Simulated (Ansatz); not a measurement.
# AgTlS2: a single-point run

Aim: a sound single-point run of AgTlS2. The structure is shown as the input types it. The cell is built on a prototype (ordering on zincblende) and needn't be the phase found in nature.

Method: density functional or hybrid calculation with the settings of its input, plane waves (as first typed), in Ansatz 0.2.0.

2 further runs of the same task are left out: 1 for a known fault of the program, 1 that didn't finish.

**1. Starting point**

It takes space group P-4m2 (No. 115, tetragonal). The conventional cell has a = 4.138 Å, b = 4.138 Å, c = 6.002 Å, α = 90.00°, β = 90.00°, γ = 90.00°. Around Ag (site symmetry -4m2) lie 4 S at 2.54 Å. S (site symmetry 2mm) is surrounded by 2 Ag at 2.54 Å and 2 Tl at 2.58 Å. Tl (site symmetry -4m2) is surrounded by 4 S at 2.58 Å.

Structure file:

```cif
data_structure
_symmetry_space_group_name_H-M 'P-4m2'
_symmetry_Int_Tables_number 115
_cell_length_a 4.1384
_cell_length_b 4.1384
_cell_length_c 6.0023
_cell_angle_alpha 90.000
_cell_angle_beta 90.000
_cell_angle_gamma 90.000
_cell_volume 102.80
loop_
_atom_site_label
_atom_site_type_symbol
_atom_site_symmetry_multiplicity
_atom_site_Wyckoff_symbol
_atom_site_fract_x
_atom_site_fract_y
_atom_site_fract_z
_atom_site_occupancy
Ag1 Ag 1 a 0.00000 0.00000 0.00000 1
S1 S 2 g 0.00000 0.50000 0.24458 1
Tl1 Tl 1 c 0.50000 0.50000 0.50000 1
```

**2. The run**

input.yaml

```yaml
crystal:
  lattice:
    - [4.1384416178, 0.0, 0.0]
    - [0.0, 4.1384416178, 0.0]
    - [0.0, 0.0, 6.0023381934]
  atoms:
    - { symbol: Ag, position: [0.0, 0.0, 0.0] }
    - { symbol: S, position: [0.0, 0.5, 0.244582852] }
    - { symbol: Tl, position: [0.5, 0.5, 0.5] }
    - { symbol: S, position: [0.5, 0.0, 0.755417148] }
kpoints:
  mp_grid: { grid: [4, 4, 4] }
hamiltonian:
  xc: pbe
scf:
  occupations: { method: fermi_dirac, width: 0.02 }
  n_extra_bands: 5
  max_iter: 57
output:
  forces: true
  stress: true
  eigenvalues: true
basis:
  ecutwfc: 120
```

The run is started by

```
ansatz run input.yaml --threads 4 --pin off --max-ram 3686MiB --backend cpu --events-out ev --progress --plain --runs-dir out
```

**Question.** How will this run end, and is anything wrong with its input?

The program finished normally, with warnings (cutoff below recommended). Its log warns: «basis.ecutwfc = 120 eV is below the records' recommended 420 eV ...»

The suspect setting: basis.ecutwfc is 120. With so few plane waves the basis is incomplete by a wide margin. The potentials' recommended cutoff is 420 eV.

To check: delete basis.ecutwfc (the default then holds).
